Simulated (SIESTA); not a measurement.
# InCu3 (P6_3/mmc) in SIESTA: reference runs, part 2 of 2

SIESTA 5.4.2.

## (3) Single point, PBEsol (atoms moved at random, drawn with an rms of 0.05 Å)

InCu3.fdf reads:

```
SystemName                      InCu3
SystemLabel                     InCu3
NumberOfSpecies                 2
NumberOfAtoms                   8
%block ChemicalSpeciesLabel
  1  49 In
  2  29 Cu
%endblock ChemicalSpeciesLabel

LatticeConstant                 1.0 Ang
%block LatticeVectors
     5.4411448696     0.0000000000     0.0000000000
    -2.7205724348     4.7121696827     0.0000000000
     0.0000000000     0.0000000000     4.3213011000
%endblock LatticeVectors
AtomicCoordinatesFormat         Fractional
%block AtomicCoordinatesAndAtomicSpecies
     0.6581760000     0.3275460000     0.2492650000  1  In
     0.3302570000     0.6608540000     0.7485140000  1  In
     0.3131390000     0.1537110000     0.7413640000  2  Cu
     0.8372870000     0.1653620000     0.7530630000  2  Cu
     0.8406290000     0.6866910000     0.7434580000  2  Cu
     0.6801960000     0.8429770000     0.2561960000  2  Cu
     0.1548420000     0.8333970000     0.2446290000  2  Cu
     0.1520340000     0.3146280000     0.2513630000  2  Cu
%endblock AtomicCoordinatesAndAtomicSpecies

%block kgrid.MonkhorstPack
    6   0   0  0.0
    0   6   0  0.0
    0   0   6  0.0
%endblock kgrid.MonkhorstPack
XC.Functional                   GGA
XC.Authors                      PBEsol
PAO.BasisSize                   DZP
PAO.EnergyShift                 0.003 Ry
Mesh.Cutoff                     800 Ry
OccupationFunction              FD
ElectronicTemperature           0.05 eV
MaxSCFIterations                120
SCF.MustConverge                false
SCF.Mixer.Method                Pulay
SCF.Mixer.Weight                0.25
SCF.Mixer.History               8
SCF.DM.Tolerance                5.0e-05
SCF.H.Tolerance                 1.0e-03 eV
WriteForces                     true
Charge.Mulliken                 end
%block PAO.Basis
  In 4
  n=5 0 2
    6.955 0.000
  n=5 1 2
    9.500 0.000
  n=4 2 2
    4.114 0.000
  n=5 2 1
    9.500
  Cu 5
  n=3 0 2
    2.374 0.000
  n=4 0 2
    7.224 0.000
  n=3 1 2
    2.662 0.000
  n=4 1 1
    7.224
  n=3 2 2
    4.908 0.000
%endblock PAO.Basis
```

Potentials or basis: PseudoDojo 0.4 standard (PBEsol files), DZP (energy shift 0.003 Ry; two zetas on semicore shells).

Started as:

```console
$ siesta < InCu3.fdf > InCu3.out 2>&1
```

InCu3.out:

```text
Version         : 5.4.2

[... 6 lines left out ...]
 NOTE: Please see the manual for full details and compatibility measures.

reinit: Reading from standard input
reinit: Dumping input in INPUT_TMP.97750
************************** Dump of input data file ****************************
SystemName                      InCu3
SystemLabel                     InCu3
NumberOfSpecies                 2
NumberOfAtoms                   8
%block ChemicalSpeciesLabel
  1  49 In
  2  29 Cu
%endblock ChemicalSpeciesLabel
LatticeConstant                 1.0 Ang
%block LatticeVectors
     5.4411448696     0.0000000000     0.0000000000
    -2.7205724348     4.7121696827     0.0000000000
     0.0000000000     0.0000000000     4.3213011000
%endblock LatticeVectors
AtomicCoordinatesFormat         Fractional
%block AtomicCoordinatesAndAtomicSpecies
     0.6581760000     0.3275460000     0.2492650000  1  In
     0.3302570000     0.6608540000     0.7485140000  1  In
     0.3131390000     0.1537110000     0.7413640000  2  Cu
     0.8372870000     0.1653620000     0.7530630000  2  Cu
     0.8406290000     0.6866910000     0.7434580000  2  Cu
     0.6801960000     0.8429770000     0.2561960000  2  Cu
     0.1548420000     0.8333970000     0.2446290000  2  Cu
     0.1520340000     0.3146280000     0.2513630000  2  Cu
[... 802 lines left out ...]
              1.947   1.949   1.948   1.949   1.947   0.042   0.046   0.041

              0.045   0.042   0.129   0.002   0.313   0.019   0.129
   2 13.638   0.430   0.453   0.928   1.106   0.907  -0.229  -0.279  -0.225
              1.947   1.949   1.948   1.949   1.947   0.042   0.045   0.041

              0.046   0.042   0.129   0.014   0.313   0.007   0.127

Species: Cu
Atom  Qatom  Qorb
               3s      3s      4s      4s      3py     3pz     3px     3py
               3pz     3px     4py     4pz     4px     3dxy    3dyz    3dz2
               3dxz    3dx2-y2 3dxy    3dyz    3dz2    3dxz    3dx2-y2
   3 18.785   1.919   0.037  -0.041   0.103   1.950   1.950   1.950   0.059
              0.059   0.059   0.412   0.375   0.339   1.829   1.849   1.835

              1.831   1.838   0.092   0.079   0.075   0.098   0.086
   4 18.754   1.919   0.037  -0.088   0.121   1.950   1.950   1.950   0.059
              0.059   0.059   0.405   0.371   0.345   1.830   1.852   1.836
[... 13 lines left out ...]
              1.830   1.837   0.093   0.080   0.075   0.097   0.087
   8 18.804   1.919   0.037  -0.017   0.093   1.950   1.950   1.950   0.059
              0.059   0.059   0.304   0.378   0.450   1.843   1.821   1.835

              1.859   1.825   0.084   0.107   0.075   0.069   0.095

mulliken: Qtot =      140.000

Mulliken Atomic Populations:
Atom #   charge [q] valence [e]  Species
     1    -0.637771   13.637771  In
     2    -0.638051   13.638051  In
     3     0.214647   18.785353  Cu
     4     0.246389   18.753611  Cu
     5     0.176554   18.823446  Cu
     6     0.207634   18.792366  Cu
     7     0.234910   18.765090  Cu
     8     0.195688   18.804312  Cu
 Total    -0.000000

Job completed
```

It took 4.7 min on 1 thread of Intel Xeon 6975P-C (Granite Rapids), shared host; peak memory 0.9 GiB.

What came out:

```
Free energy            : -34537.6946 eV
Pressure               : -1.6 GPa
Largest force          : 0.379 eV/Å
Band gap on the k mesh : none (metal or under the smearing width)
```

Forces on the atoms (eV/Å):
```
In  -0.072  0.218 -0.131
In   0.028  0.144  0.104
Cu  -0.234 -0.097  0.185
Cu   0.232 -0.298 -0.032
Cu   0.002  0.132  0.164
Cu   0.242  0.004 -0.198
Cu  -0.263  0.155  0.004
Cu   0.065 -0.258 -0.095
```

Levels at points of the mesh, in eV from the Fermi level:
```
           k point  band 67  band 68  band 69  band 70  band 71  band 72  band 73  band 74
(0.00, 0.00, 0.00)    -1.62    -1.35    -1.32    -0.80    -0.29    -0.26     1.73     4.95
(0.50, 0.00, 0.00)    -2.13    -1.40     0.98     1.19     2.06     2.67     3.01     3.85
(0.00, 0.50, 0.00)    -2.13    -1.40     0.96     1.17     2.07     2.65     3.02     3.86
(0.50, 0.50, 0.00)    -2.13    -1.40     1.02     1.15     2.10     2.64     3.05     3.85
(0.00, 0.00, 0.50)    -1.27    -1.20    -1.16    -1.14    -0.83    -0.79     1.90     1.96
(0.50, 0.00, 0.50)    -2.18    -2.16    -0.87    -0.85    -0.72    -0.67     5.75     5.88
(0.00, 0.50, 0.50)    -2.18    -2.16    -0.85    -0.83    -0.73    -0.70     5.85     5.89
(0.50, 0.50, 0.50)    -2.16    -2.14    -0.90    -0.81    -0.73    -0.70     5.86     5.87
```

Caveat: short orbitals over semicore shells can move pressures by several GPa; the basis of atomic orbitals isn't converged, which shifts pressures, moduli and gaps.
